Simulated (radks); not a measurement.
# Excited configurations of W⁺

The task here is to estimate one member of a computed series from the others.

Method: non-relativistic Kohn-Sham, PBEsol, spin-polarised, spherical densities, point nucleus; open shells are filled with parallel spins first. Code: radks (a radial shooting solver on a logarithmic mesh, Libxc functionals) version 1.

**What is computed**

* element: tungsten (Z = 74)
* charge: +1
* electrons: 73
* configuration: [Xe] 4f14 5d4 6s1

Outer shells as boxes (Hund's rule):

W⁺
```
[Xe] core
4f [↑↓][↑↓][↑↓][↑↓][↑↓][↑↓][↑↓]
5d [↑ ][↑ ][↑ ][↑ ][  ]
6s [↑ ]
```

Set-up of the first run:

The run's settings:

```text
Z 74
configuration [Xe] 4f14 5d4 6s1
relativity non-relativistic
functional pbe_sol,pbe_sol
spin polarised
nucleus point
```

Run with:

```bash
python run_ks.py task.json out
```

The same process makes all the runs of this session.

Among the steps run: Ground configuration: [Xe] 4f14 5d4 6s1.

One of the session's tables, all rows but one given; the rest of the session is left out.

Sizes of the orbitals, from the radial functions (bohr):

```
  level     <r>  outermost maximum (interpolated)  90 % within  nodes
5s down   1.164                              1.05         1.67      4
  4f up  0.5908                             0.422        0.974      0
  5p up   1.301                              1.14         1.90      3
4f down  0.5870                             0.422        0.965      0
5p down   1.288                              1.13         1.88      3
  5d up   1.897                              1.47         2.96      2
  6s up   3.158                              2.78         4.58      5
5d down       ?                                 ?            ?      ?
```

**Question.** Estimate the row for 5d down.

The run gave: <r>: 1.892; outermost maximum (interpolated): 1.45; 90 % within: 2.97; nodes: 2. In the column «<r>» it lies between 5p up (1.301) and 5d up (1.897).

Caveats from the session: Relativity is left out here, which matters for elements this heavy. Open shells are spherical and high-spin; term and fine-structure splittings are not resolved.
